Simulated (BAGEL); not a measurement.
**RI-MP2/6-31G(d) (density fitting with qzvpp-jkfit, spherical functions) run of CH5ClOSi (SMILES C[SiH](O)Cl)**

What is the energy change on altering one bond length of CH5ClOSi at RI-MP2/6-31G* (density fitting with qzvpp-jkfit, spherical functions)? 

The results are computed with BAGEL 1.2.2.

2 further runs of the same task are left out: 2 set aside as unsound or not needed.

### Step 1. The molecule

The species is CH5ClOSi (9 atoms), meant as a singlet with charge 0. SMILES: `C[SiH](O)Cl`. Geometry: relaxed at PBE0-D4/def2-TZVP. This is one conformer, not always the lowest.

Bond lengths: C1–Si2 1.852 Å, Si2–O3 1.636 Å, Si2–Cl4 2.066 Å, C1–H5 1.092 Å, C1–H6 1.093 Å, C1–H7 1.093 Å, Si2–H8 1.477 Å, O3–H9 0.958 Å. Some angles: C1–Si2–O3 113.3°, C1–Si2–Cl4 107.5°, O3–Si2–Cl4 109.8°, C1–Si2–H8 112.9°, O3–Si2–H8 105.4°, Cl4–Si2–H8 107.8°, Si2–C1–H5 110.4°, Si2–C1–H6 110.2°, Si2–C1–H7 111.1°, Si2–O3–H9 118.5°.

### Step 2. A single-point energy at RI-MP2/6-31G(d) (density fitting with qzvpp-jkfit, spherical functions)

input.json reads:

```json
{ "bagel" : [

{
  "title" : "molecule",
  "basis" : "6-31gs.json",
  "df_basis" : "qzvpp-jkfit",
  "angstrom" : "true",
  "geometry" : [
    { "atom" : "C", "xyz" : [   -0.641500,    0.901700,   -0.409300 ] },
    { "atom" : "Si", "xyz" : [    0.027400,   -0.687800,    0.266100 ] },
    { "atom" : "O", "xyz" : [    1.352500,   -0.484900,    1.204600 ] },
    { "atom" : "Cl", "xyz" : [    0.486800,   -1.901400,   -1.341000 ] },
    { "atom" : "H", "xyz" : [   -1.541000,    0.716400,   -1.000900 ] },
    { "atom" : "H", "xyz" : [   -0.897100,    1.581200,    0.407800 ] },
    { "atom" : "H", "xyz" : [    0.090600,    1.394200,   -1.054100 ] },
    { "atom" : "H", "xyz" : [   -0.945300,   -1.408100,    1.111900 ] },
    { "atom" : "H", "xyz" : [    2.156100,   -0.157700,    0.797700 ] }
  ]
},
{
  "title" : "hf"
},
{
  "title" : "mp2",
  "ncore" : 12
}

]}
```

The basis set 6-31G* is read from a file made from the Basis Set Exchange's data (not shown).

Command:

```console
$ BAGEL_NUM_THREADS=1 BAGEL input.json > input.out
```

Log:

```text
* using 1 threads per process

  ===============================================================
  ===============================================================

  *** Geometry ***

  { "atom" : "C", "xyz" : [     -1.212259,      1.703966,     -0.773465 ] },
  { "atom" : "Si", "xyz" : [      0.051778,     -1.299754,      0.502856 ] },
  { "atom" : "O", "xyz" : [      2.555855,     -0.916328,      2.276364 ] },
  { "atom" : "Cl", "xyz" : [      0.919919,     -3.593125,     -2.534123 ] },
  { "atom" : "H", "xyz" : [     -2.912068,      1.353800,     -1.891427 ] },
  { "atom" : "H", "xyz" : [     -1.695273,      2.988035,      0.770630 ] },
  { "atom" : "H", "xyz" : [      0.171209,      2.634656,     -1.991960 ] },
  { "atom" : "H", "xyz" : [     -1.786358,     -2.660923,      2.101186 ] },
  { "atom" : "H", "xyz" : [      4.074438,     -0.298010,      1.507435 ] },

  Number of auxiliary basis functions:      498

  Since a DF basis is specified, we compute 2- and 3-index integrals:
    o Being stored without compression. Storage requirement is 0.022 GB

  Number of basis functions:       74
  Number of electrons      :       50

    * METHOD: MOLECULE                             0.26

  *** RHF ***

  === Nuclear Repulsion ===
   224.2007675682

      * DIIS with orbital gradients will be used.

  === RHF iteration (6-31gs.json) ===
      0       -863.95350510          0.02036268           0.08
      1       -864.08628696          0.01184598           0.08
      2       -864.14181756          0.00163720           0.08
      3       -864.14320533          0.00044625           0.07
      4       -864.14333057          0.00007034           0.08
      5       -864.14333450          0.00001624           0.07
      6       -864.14333478          0.00000560           0.07
      7       -864.14333481          0.00000137           0.07
      8       -864.14333481          0.00000042           0.07
      9       -864.14333481          0.00000017           0.07
     10       -864.14333481          0.00000006           0.08
     11       -864.14333481          0.00000002           0.07
     12       -864.14333481          0.00000000           0.07
    * SCF iteration converged.

    * Permanent dipole moment:
           (   -0.034710,    -0.930992,    -0.016386) a.u.

    * METHOD: HF                                   1.17

  *** RHF ***

  === Nuclear Repulsion ===
   224.2007675682

      * DIIS with orbital gradients will be used.

  === RHF iteration (6-31gs.json) ===
      0       -864.14333481          0.00000000           0.07
    * SCF iteration converged.

    * Permanent dipole moment:
           (   -0.034710,    -0.930992,    -0.016386) a.u.

  === DF-MP2 calculation ===

    * freezing 12 orbitals
    * 3-index integral transformation done
    * assembly done

      MP2 correlation energy:   -0.5133700230      0.04

      MP2 total energy:       -864.6567048368

    * METHOD: MP2                                  0.20

  ===============================================================
```

Wall time 1.8 s (1 thread of Arm Neoverse V1, shared host); peak memory 0.11 GiB.

### Step 3. The distorted shape at the same level

mp2.json reads:

```json
{ "bagel": [

{
  "title": "molecule",
  "basis": "6-31gs.json",
  "df_basis": "qzvpp-jkfit",
  "angstrom": true,
  "geometry": [
    { "atom": "C", "xyz": [      -1.007579,       0.655430,      -0.086874 ] },
    { "atom": "Si", "xyz": [      -0.338679,      -0.934070,       0.588526 ] },
    { "atom": "O", "xyz": [       0.986421,      -0.731170,       1.527026 ] },
    { "atom": "Cl", "xyz": [       0.120721,      -2.147670,      -1.018574 ] },
    { "atom": "H", "xyz": [      -1.907079,       0.470130,      -0.678474 ] },
    { "atom": "H", "xyz": [      -1.263179,       1.334930,       0.730226 ] },
    { "atom": "H", "xyz": [       0.090600,       1.394200,      -1.054100 ] },
    { "atom": "H", "xyz": [      -1.311379,      -1.654370,       1.434326 ] },
    { "atom": "H", "xyz": [       1.790021,      -0.403970,       1.120126 ] }
  ]
},

{
  "title": "hf"
},

{
  "title": "mp2",
  "ncore": 12
}

]}
```

The basis set 6-31G* is read from a file made from the Basis Set Exchange's data (not shown).

Command:

```console
$ BAGEL_NUM_THREADS=1 BAGEL mp2.json > mp2.out
```

Log:

```text
* using 1 threads per process

  ===============================================================
  ===============================================================

  *** Geometry ***

  { "atom" : "C", "xyz" : [     -1.904048,      1.238583,     -0.164168 ] },
  { "atom" : "Si", "xyz" : [     -0.640011,     -1.765136,      1.112153 ] },
  { "atom" : "O", "xyz" : [      1.864066,     -1.381711,      2.885661 ] },
  { "atom" : "Cl", "xyz" : [      0.228130,     -4.058508,     -1.924826 ] },
  { "atom" : "H", "xyz" : [     -3.603857,      0.888417,     -1.282130 ] },
  { "atom" : "H", "xyz" : [     -2.387062,      2.522652,      1.379927 ] },
  { "atom" : "H", "xyz" : [      0.171209,      2.634656,     -1.991960 ] },
  { "atom" : "H", "xyz" : [     -2.478147,     -3.126306,      2.710483 ] },
  { "atom" : "H", "xyz" : [      3.382649,     -0.763393,      2.116731 ] },

  Number of auxiliary basis functions:      498

  Since a DF basis is specified, we compute 2- and 3-index integrals:
    o Being stored without compression. Storage requirement is 0.022 GB

  Number of basis functions:       74
  Number of electrons      :       50

    * METHOD: MOLECULE                             0.26

  *** RHF ***

  === Nuclear Repulsion ===
   222.3907930588

      * DIIS with orbital gradients will be used.

  === RHF iteration (6-31gs.json) ===
      0       -863.86797844          0.02020832           0.08
      1       -864.00073492          0.01190612           0.07
      2       -864.05725887          0.00165814           0.07
      3       -864.05888966          0.00046738           0.08
      4       -864.05903642          0.00009255           0.07
      5       -864.05904472          0.00002873           0.07
      6       -864.05904562          0.00001136           0.07
      7       -864.05904577          0.00000221           0.07
      8       -864.05904577          0.00000076           0.07
      9       -864.05904577          0.00000031           0.07
     10       -864.05904577          0.00000008           0.07
     11       -864.05904577          0.00000003           0.07
     12       -864.05904577          0.00000001           0.07
    * SCF iteration converged.

    * Permanent dipole moment:
           (    0.120365,    -0.811059,    -0.154319) a.u.

    * METHOD: HF                                   1.16

  *** RHF ***

  === Nuclear Repulsion ===
   222.3907930588

      * DIIS with orbital gradients will be used.

  === RHF iteration (6-31gs.json) ===
      0       -864.05904577          0.00000000           0.07
    * SCF iteration converged.

    * Permanent dipole moment:
           (    0.120365,    -0.811059,    -0.154319) a.u.

  === DF-MP2 calculation ===

    * freezing 12 orbitals
    * 3-index integral transformation done
    * assembly done

      MP2 correlation energy:   -0.5197927171      0.04

      MP2 total energy:       -864.5788384894

    * METHOD: MP2                                  0.20

  ===============================================================
```

Run time: 1.8 s. Hardware: 1 thread of Arm Neoverse V1, shared host; peak memory 0.11 GiB.

### Step 4. Summary of results

At RI-MP2/6-31G* (density fitting with qzvpp-jkfit, spherical functions), 12 core orbitals frozen:

| quantity | value |
| --- | --- |
| first shape: total energy | -864.65670 Eh |
| first shape: correlation energy (12 core orbitals frozen) | -513.4 mEh |
| distorted shape: total energy | -864.57884 Eh |
| distorted shape: correlation energy (12 core orbitals frozen) | -519.8 mEh |
| energy change with the C1–H7 bond stretched from 1.093 to 1.639 Å | 2.119 eV |

One bond (distorted shape) is far stretched, which a spin-restricted single reference describes badly; perturbation theory on it can break down and give far too much correlation. With the C1–H7 bond stretched from 1.093 to 1.639 Å the energy rises by 2.12 eV (204 kJ/mol). The first shape isn't relaxed at this level, so the change isn't measured from a minimum. A restricted reference can't describe the breaking bond well at this length.
